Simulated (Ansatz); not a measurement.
**CH6ClGaSi: up Jacob's ladder to CCSD(T)**

Aim: compute CH6ClGaSi with functionals from several rungs and with coupled cluster, and see how far each lands from CCSD(T) at the basis-set limit for the atomisation energy.

Method: functionals in def2-TZVPP, the program's frozen cores in correlated methods; program: Ansatz 0.2.0, Gaussian basis.

Plan: PBE-D4, r2SCAN-D4, PBE0-D4, B3LYP-D4, ωB97X-V, ωB97M-V, B2PLYP; CCSD(T)/def2-TZVPP; MP2/def2-QZVPP; extrapolation to the limit.

**1. The geometry**

The geometry comes from an earlier relaxation with PBE0-D4 in a triple-zeta def2 set; it is a stationary point, not always the lowest conformer.

SMILES `Cl[SiH2][CH2][GaH2]`, 10 atoms, charge 0, spin multiplicity 1.

Atoms are counted from 1 here; the program's logs count them from 0.

Bond lengths: Cl1–Si2 2.120 Å, Si2–C3 1.835 Å, Si2–H5 1.481 Å, Si2–H6 1.482 Å, C3–Ga4 2.008 Å, C3–H7 1.091 Å, C3–H8 1.091 Å, Ga4–H9 1.567 Å, Ga4–H10 1.566 Å. Angles: Cl1–Si2–C3 104.1°, Cl1–Si2–H5 104.6°, Cl1–Si2–H6 104.5°, C3–Si2–H5 115.2°, C3–Si2–H6 116.5°, H5–Si2–H6 110.4°, Si2–C3–Ga4 101.9°, Si2–C3–H7 111.7°, Si2–C3–H8 111.4°, Ga4–C3–H7 110.6°, Ga4–C3–H8 111.3°, H7–C3–H8 109.7°, C3–Ga4–H9 118.0°, C3–Ga4–H10 118.1°, H9–Ga4–H10 123.1°.

**2. PBE-D4 (GGA)**

Contents of in.yaml:

```yaml
crystal:
  periodic: [false, false, false]
  atoms:
    - {symbol: Cl, position_ang: [-1.676315, 1.093018, -0.775973]}
    - {symbol: Si, position_ang: [-0.207606, 1.137942, 0.751633]}
    - {symbol: C, position_ang: [0.726354, -0.424375, 0.520268]}
    - {symbol: Ga, position_ang: [-0.086327, -1.147949, -1.167341]}
    - {symbol: H, position_ang: [0.562580, 2.376754, 0.493001]}
    - {symbol: H, position_ang: [-0.981999, 1.265081, 2.008586]}
    - {symbol: H, position_ang: [0.568525, -1.115347, 1.349923]}
    - {symbol: H, position_ang: [1.794130, -0.236096, 0.395992]}
    - {symbol: H, position_ang: [0.570354, -0.744443, -2.531671]}
    - {symbol: H, position_ang: [-1.186495, -2.255785, -1.041418]}
basis:
  gaussian: {orbitals: def2-TZVPP}
hamiltonian: {xc: pbe, dispersion: d4}
output: {forces: true, orbitals: {seedname: orbitals}}
```

Run with:

```bash
$ ansatz run in.yaml --threads 4 --pin off --events-out ev --progress --plain --max-ram 10444MiB
```

The runs that follow: r2SCAN-D4 (meta-GGA); PBE0-D4 (hybrid); B3LYP-D4 (hybrid); ωB97X-V (range-separated); ωB97M-V (range-separated); B2PLYP (double hybrid); CCSD(T) in def2-TZVPP; MP2 in def2-QZVPP.

**Question.** What will the summary of the whole plan be? Wanted: atomisation energy, CCSD(T)/CBS; farthest; mean size of error, hybrid; mean size of error, range-separated; gap, smallest and largest; T1 diagnostic; triples share of the correlation energy.

The runs gave:

| quantity | value |
| --- | --- |
| atomisation energy, CCSD(T)/CBS | 31.950 eV |
| functionals within 0.320 eV (1.0 %) | PBE-D4, r2SCAN-D4, PBE0-D4, ωB97X-V, ωB97M-V |
| farthest | B2PLYP (-0.672 eV) |
| mean size of error, hybrid | 0.349 eV |
| mean size of error, range-separated | 0.076 eV |
| gap, smallest and largest | 5.07 eV (PBE-D4), 11.31 eV (ωB97X-V) |
| T1 diagnostic | 0.0115 |
| triples share of the correlation energy | 3.9 % |

PBE-D4 misses by -0.219 eV. Double hybrids carry the basis error of their MP2 part in triple zeta, and no dispersion term here, so their miss is partly the set-up's. Misses under about 0.320 eV are within the doubt on the reference itself, which lacks core-valence correlation, relativity and higher excitations, and its outer-core shells are covered unevenly. Hartree-Fock recovers 75 % of the binding; the rest is correlation. Orbital gaps span 5.1 to 11.3 eV; exact exchange widens them. Correlated methods include outer-core shells of Ga, which these sets cover unevenly.
